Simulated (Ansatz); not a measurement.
**CH6OSiZn: ionisation energy by level of theory**

One table from this session's results is given with a row withheld; the runs are named, their logs left out.

Computed with Ansatz 0.2.0, Gaussian basis. Level: unrestricted cation, the program's frozen cores in correlated methods.

Levels to be run: UKS PBE-D4/def2-TZVPP; UKS r2SCAN-D4/def2-TZVPP; UKS PBE0-D4/def2-TZVPP; UKS B3LYP-D4/def2-TZVPP; UKS wB97X-V/def2-TZVPP; UKS wB97M-V/def2-TZVPP; UKS B2PLYP (frozen core with 3s3p of Cu, Zn)/def2-TZVPP; UHF-CCSD(T) with 3s3p of Cu, Zn/def2-TZVPP; UHF-MP2 with 3s3p of Cu, Zn/def2-QZVPP; extrapolation to the limit; then −ε(HOMO) from the neutral's earlier runs with LDA (SPW92), PBE-D4, revPBE-D4, BLYP-D4, r2SCAN-D4, B97M-V, PBE0-D4, B3LYP-D4, r2SCANh-D4, r2SCAN0-D4, HSE06-D4, BHLYP-D4, CAM-B3LYP-D4, LC-ωPBE, ωB97X-V, ωB97M-V.

### The geometry

The geometry comes from an earlier relaxation with PBE0-D4 in a triple-zeta def2 set; it is a stationary point, not always the lowest conformer.

SMILES `C[SiH2][O][ZnH]`, 10 atoms, charge 0, spin multiplicity 1.

Atoms are counted from 1 here; the program's logs count them from 0.

Bond lengths: C1–Si2 1.863 Å, C1–H5 1.094 Å, C1–H6 1.093 Å, C1–H7 1.093 Å, Si2–O3 1.623 Å, Si2–H8 1.496 Å, Si2–H9 1.495 Å, O3–Zn4 1.764 Å, Zn4–H10 1.510 Å. Angles: Si2–C1–H5 110.4°, Si2–C1–H6 110.9°, Si2–C1–H7 110.9°, H5–C1–H6 108.1°, H5–C1–H7 108.1°, H6–C1–H7 108.2°, C1–Si2–O3 110.5°, C1–Si2–H8 109.2°, C1–Si2–H9 109.1°, O3–Si2–H8 110.6°, O3–Si2–H9 110.5°, H8–Si2–H9 106.8°, Si2–O3–Zn4 147.2°, O3–Zn4–H10 177.7°.

Set-up of the first run:

in.yaml reads:

```yaml
crystal:
  periodic: [false, false, false]
  atoms:
    - {symbol: C, position_ang: [-1.737397, 0.349761, -0.146755]}
    - {symbol: Si, position_ang: [-0.152830, -0.408673, 0.472013]}
    - {symbol: O, position_ang: [1.119758, 0.202846, -0.329259]}
    - {symbol: Zn, position_ang: [2.865364, 0.178031, -0.579158]}
    - {symbol: H, position_ang: [-2.594481, -0.062140, 0.393620]}
    - {symbol: H, position_ang: [-1.733436, 1.432981, -0.003292]}
    - {symbol: H, position_ang: [-1.877018, 0.147046, -1.211285]}
    - {symbol: H, position_ang: [-0.218458, -1.893035, 0.300996]}
    - {symbol: H, position_ang: [-0.024466, -0.146711, 1.938574]}
    - {symbol: H, position_ang: [4.352954, 0.199894, -0.835454]}
basis:
  gaussian: {orbitals: def2-TZVPP}
total_charge: 1
magnetization: {spin_polarized: true, initial_magnetization: 1}
hamiltonian: {xc: pbe, dispersion: d4}
```

Run with:

```bash
ansatz run in.yaml --threads 2 --pin off --events-out ev --progress --plain --max-ram 32768MiB --backend cpu
```

Steps of the session up to this table: Cation, UKS PBE-D4/def2-TZVPP; Cation, UKS r2SCAN-D4/def2-TZVPP; Cation, UKS PBE0-D4/def2-TZVPP; Cation, UKS B3LYP-D4/def2-TZVPP; Cation, UKS wB97X-V/def2-TZVPP; Cation, UKS wB97M-V/def2-TZVPP; Cation, UKS B2PLYP (frozen core with 3s3p of Cu, Zn)/def2-TZVPP; Cation, UHF-CCSD(T) with 3s3p of Cu, Zn/def2-TZVPP; Cation, UHF-MP2 with 3s3p of Cu, Zn/def2-QZVPP.

One of the session's tables, all rows but one given; the rest of the session is left out.

It belongs to the step «Ionisation energies side by side». Orbital estimates, from the neutral's runs:

```
  functional  −ε(HOMO) (eV)
 LDA (SPW92)           6.69
      PBE-D4           6.59
   revPBE-D4           6.55
     BLYP-D4           6.53
   r2SCAN-D4              ?
      B97M-V           6.99
     PBE0-D4           7.97
    B3LYP-D4           7.79
  r2SCANh-D4           7.42
  r2SCAN0-D4           8.20
    HSE06-D4           7.57
    BHLYP-D4           9.33
CAM-B3LYP-D4           9.43
     LC-ωPBE          10.77
     ωB97X-V          10.44
     ωB97M-V          10.29
```

Estimate the missing values for r2SCAN-D4.

Worked estimate for «−ε(HOMO) (eV)». Against the share of exact exchange, r2SCANh-D4 (0.1, 7.42), r2SCAN0-D4 (0.25, 8.20) give a slope of 5.20 per unit share; at 0 the line stands at 6.90.

**Answer.** −ε(HOMO) (eV): 6.91. In «−ε(HOMO) (eV)» the line misses by -0.01.
